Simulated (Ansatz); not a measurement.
# TaWC2 in Ansatz: the effect of exact exchange

Crystal: TaWC2.

```
W Ta C
1.0
     1.57186    0.90751    5.10162
    -1.57186    0.90751    5.10162
     0.00000   -1.81502    5.10162
W Ta C
1 1 2
Direct
  0.00000 0.00000 0.00000
  0.50000 0.50000 0.50000
  0.25093 0.25093 0.25093
  0.74907 0.74907 0.74907
```

The cell comes from a database or a generator and needn't be the stable form of this composition.

Alike in all runs:

```yaml
Program: Ansatz 0.2.0
Task: single point
Functional: HSE06 form with a typed share of exact exchange
Potentials_or_basis: Ansatz PAW
Cutoff: "420 eV (not typed: the program's choice for these potentials)"
k_mesh: 5 × 5 × 5
Occupations: fermi-dirac, width 0.05 eV
Spin: no spin polarisation
```

| exact exchange | pressure (GPa) | largest force (eV/Å) |
| --- | --- | --- |
| 0.25 | -10.9 | 0.01 |
| 0.3 | -12.4 | 0.02 |
| 0.4 | ? | ? |
| 0.5 | -18.4 | 0.08 |

Task: What does the run with exact exchange 0.4 give?

Result: Pressure -15.4 GPa; largest force 0.05 eV/Å.

Worked out: A straight line through the other rows of the pressure, of slope -30 GPa per unit of exact exchange, gives -15.4 GPa, against the run's -15.4. A straight line through the other rows of the largest force, of slope 0.286 eV/Å per unit of exact exchange, gives 0.05 eV/Å, against the run's 0.05.

Caveats: all runs use coarse meshes; the PAW data sets come from PBE, with cores solved anew for the run's functional, which leaves a small shift of forces and pressure; the thresholds are loose for stress.
